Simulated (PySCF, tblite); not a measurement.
# C5H11BrO2Si: geometry, infrared bands and NMR shifts

Wanted: the infrared bands and NMR shifts of C5H11BrO2Si (`CCO[Si@H](Br)CC(C)=O`), by calculation.

The runs use tblite 0.8.0 and PySCF 2.14.0, with density-fitted response routines of our own; the level of theory stands in each step. All values are computed, except where a source is named. Atoms are numbered from 0 throughout.

## 1. The molecule as given

20 atoms, charge 0, multiplicity 1; geometry from: force field or distance geometry start.

Bonds of the start (Å): C0–C1 1.50, C1–O2 1.40, O2–Si3 1.69, Si3–Br4 2.26, Si3–C5 1.83, C5–C6 1.48, C6–C7 1.51, C6–O8 1.22, C0–H9 1.14, C0–H10 1.09, C0–H11 1.13, C1–H12 1.10, C1–H13 1.11, Si3–H14 1.47, C5–H15 1.10, C5–H16 1.13, C7–H17 1.11, C7–H18 1.09, C7–H19 1.12.

## 2. Geometry optimisation with GFN2-xTB

The job: settings as JSON, then the geometry in Å.

```
{"job": {"kind": "relax", "xc": "GFN2-xTB", "basis": "xTB"}, "charge": 0, "multiplicity": 1}
C     -3.388500     0.214200     0.529200
C     -2.304100    -0.207300    -0.412400
O     -1.139200     0.566600    -0.309300
Si    -0.033400    -0.046300    -1.432300
Br    -0.794300    -2.088700    -2.040000
C      1.665900    -0.266600    -0.788500
C      1.986200     0.458700     0.461900
C      3.387400     0.302500     1.016000
O      1.155500     1.147400     1.035100
H     -4.072700    -0.667900     0.736400
H     -3.045900     0.679500     1.453700
H     -4.073000     0.960500     0.034000
H     -2.694000    -0.109400    -1.431900
H     -2.086000    -1.289600    -0.259300
H     -0.070000     0.845100    -2.601800
H      1.884600    -1.334300    -0.619800
H      2.384800     0.134200    -1.558400
H      4.136400     0.803900     0.374500
H      3.470000     0.702000     2.025100
H      3.625000    -0.794000     0.965500
```

Command:

```
$ OMP_NUM_THREADS=1 python probes_run.py task.json out
```

One launch serves the whole session: the jobs run in the order shown.

**Question.** This job is followed by: GFN2-xTB harmonic vibrations, gas phase; GIAO PBE0/pcSseg-1 NMR shielding, non-relativistic, gas phase. Predict these results of the whole session: strongest single infrared mode (GFN2-xTB); zero-point energy (GFN2-xTB); ¹³C shifts against TMS (PBE0/pcSseg-1); ¹H shifts against TMS (PBE0/pcSseg-1, means over atoms taken as alike); ¹⁷O shifts against H2O (PBE0/pcSseg-1); ²⁹Si shifts against TMS (PBE0/pcSseg-1); ⁷⁹Br shifts against HBr (PBE0/pcSseg-1); surface potential, 1st and 99th percentile.

**Answer**, as computed:

| quantity | value |
| --- | --- |
| strongest single infrared mode (GFN2-xTB) | 1750 cm⁻¹, 265 km/mol |
| zero-point energy (GFN2-xTB) | 96.0 kcal/mol |
| ¹³C shifts against TMS (PBE0/pcSseg-1) | 215.4, 62.5, 42.6, 33.7, 18.7 ppm |
| ¹H shifts against TMS (PBE0/pcSseg-1, means over atoms taken as alike) | 6.25, 4.38, 4.03, 2.60, 2.27, 2.08, 1.33 ppm |
| ¹⁷O shifts against H2O (PBE0/pcSseg-1) | 672.7, 66.1 ppm |
| ²⁹Si shifts against TMS (PBE0/pcSseg-1) | -10.5 ppm |
| ⁷⁹Br shifts against HBr (PBE0/pcSseg-1) | -24 ppm |
| surface potential, 1st and 99th percentile | -1.51 V and 1.13 V |

Relaxing lowered the energy by 1.269 eV in 165 steps; the close pair that moved most is O2–Si3, from 1.691 to 1.605 Å. All 54 modes are real, so the xTB geometry is a minimum. The strongest single mode, at 1750 cm⁻¹, moves mainly C6 and O8. Unscaled tight-binding wavenumbers are off by several per cent, some by more. Its intensities can rank the bands wrongly. C6 (ketone carbonyl carbon) lies farthest downfield among carbon, at 215.4 ppm; low-lying n→π* states of the double bond to the heteroatom give a large paramagnetic term (-280 ppm). At PBE0/pcSseg-1: The largest span, 1205 ppm, is at O8, where the paramagnetic term is -744 ppm. By nearest atom (PBE0/pcSseg-1), the HOMO sits on O8 51 %; Br4 13 % and the LUMO on C6 46 %; O8 30 %. Spin-orbit coupling is left out, which matters for shieldings and couplings at and beside the heavy atoms.
